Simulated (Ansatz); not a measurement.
# H₆N₂OSi: one species, many methods

One table from this session's results is given with a row withheld; the runs are named, their logs left out.

Program: Ansatz 0.2.0, Gaussian basis. Level of theory: functionals in def2-TZVPP, the program's frozen cores in correlated methods. These are calculated values, not measurements.

The runs, in order: LDA (SPW92), PBE-D4, revPBE-D4, BLYP-D4, r2SCAN-D4, B97M-V, PBE0-D4, B3LYP-D4, r2SCANh-D4, r2SCAN0-D4, HSE06-D4, BHLYP-D4, CAM-B3LYP-D4, LC-ωPBE, ωB97X-V, ωB97M-V, B2PLYP, PBE-QIDH; CCSD(T)/def2-SVP; CCSD(T)/def2-TZVPP; MP2/def2-QZVPP; extrapolation to the limit; RPA on PBE.

## The relaxed structure

All runs share one geometry, relaxed beforehand with PBE0-D4 in a triple-zeta def2 set.

SMILES `N[SiH](N)O`, 10 atoms, charge 0, spin multiplicity 1.

Atoms are counted from 1 here; the program's logs count them from 0.

Bond lengths: N1–Si2 1.713 Å, N1–H5 1.007 Å, N1–H6 1.007 Å, Si2–N3 1.706 Å, Si2–O4 1.648 Å, Si2–H7 1.482 Å, N3–H8 1.007 Å, N3–H9 1.006 Å, O4–H10 0.959 Å. Angles: Si2–N1–H5 119.8°, Si2–N1–H6 119.6°, H5–N1–H6 111.3°, N1–Si2–N3 104.7°, N1–Si2–O4 106.6°, N1–Si2–H7 118.9°, N3–Si2–O4 119.3°, N3–Si2–H7 106.1°, O4–Si2–H7 102.2°, Si2–N3–H8 121.6°, Si2–N3–H9 120.9°, H8–N3–H9 111.9°, Si2–O4–H10 116.3°.

Geometry (Å):

```xyz
10

N    -0.7755    1.2155   -0.1378
Si    0.4923    0.0857    0.0871
N    -0.2486   -1.2498    0.8474
O     1.2067   -0.1183   -1.3842
H    -0.6207    2.0363   -0.7002
H    -1.4132    1.4053    0.6182
H     1.6427    0.4595    0.9440
H    -1.1235   -1.6250    0.5197
H     0.3023   -1.9429    1.3253
H     0.6208   -0.3174   -2.1166
```

Set-up of the first run:

Input file in.yaml:

```yaml
crystal:
  periodic: [false, false, false]
  atoms:
    - {symbol: N, position_ang: [-0.775535, 1.215480, -0.137810]}
    - {symbol: Si, position_ang: [0.492311, 0.085704, 0.087115]}
    - {symbol: N, position_ang: [-0.248621, -1.249752, 0.847387]}
    - {symbol: O, position_ang: [1.206673, -0.118292, -1.384198]}
    - {symbol: H, position_ang: [-0.620723, 2.036293, -0.700217]}
    - {symbol: H, position_ang: [-1.413152, 1.405270, 0.618246]}
    - {symbol: H, position_ang: [1.642698, 0.459522, 0.943974]}
    - {symbol: H, position_ang: [-1.123508, -1.625046, 0.519727]}
    - {symbol: H, position_ang: [0.302266, -1.942947, 1.325325]}
    - {symbol: H, position_ang: [0.620792, -0.317431, -2.116650]}
basis:
  gaussian: {orbitals: def2-TZVPP}
hamiltonian: {xc: lda}
output: {orbitals: {seedname: orbitals}}
```

Among the steps run: LDA; PBE-D4 (GGA); revPBE-D4 (GGA); BLYP-D4 (GGA); r2SCAN-D4 (meta-GGA); B97M-V (meta-GGA); PBE0-D4 (hybrid); B3LYP-D4 (hybrid); r2SCANh-D4 (hybrid); r2SCAN0-D4 (hybrid); HSE06-D4 (hybrid); BHLYP-D4 (hybrid); CAM-B3LYP-D4 (range-separated); LC-ωPBE-D4 (range-separated; the results give it without D4); ωB97X-V (range-separated); ωB97M-V (range-separated); B2PLYP (double hybrid); PBE-QIDH (double hybrid).

One of the session's tables, all rows but one given; the rest of the session is left out.

It belongs to the step «Frontier levels by functional». 

| functional | HOMO (eV) | LUMO (eV) | gap (eV) |
| --- | --- | --- | --- |
| LDA (SPW92) | -6.12 | -0.04 | 6.08 |
| PBE-D4 | -5.95 | 0.07 | 6.02 |
| revPBE-D4 | -5.88 | 0.14 | 6.02 |
| BLYP-D4 | -5.83 | 0.02 | 5.85 |
| r2SCAN-D4 | -6.26 | 0.82 | 7.08 |
| B97M-V | ? | ? | ? |
| PBE0-D4 | -7.42 | 0.91 | 8.33 |
| B3LYP-D4 | -7.17 | 0.54 | 7.71 |
| r2SCANh-D4 | -6.82 | 1.06 | 7.88 |
| r2SCAN0-D4 | -7.65 | 1.40 | 9.05 |
| HSE06-D4 | -7.01 | 0.54 | 7.55 |
| BHLYP-D4 | -8.81 | 1.49 | 10.30 |
| CAM-B3LYP-D4 | -8.89 | 1.64 | 10.53 |
| LC-ωPBE | -10.32 | 2.98 | 13.30 |
| ωB97X-V | -9.93 | 2.76 | 12.69 |
| ωB97M-V | -9.83 | 2.29 | 12.11 |

Q: Estimate the row for B97M-V from the others.

**Answer.** HOMO (eV): -6.36; LUMO (eV): 0.28; gap (eV): 6.64. In the column «HOMO (eV)» it lies between r2SCANh-D4 (-6.82) and r2SCAN-D4 (-6.26).
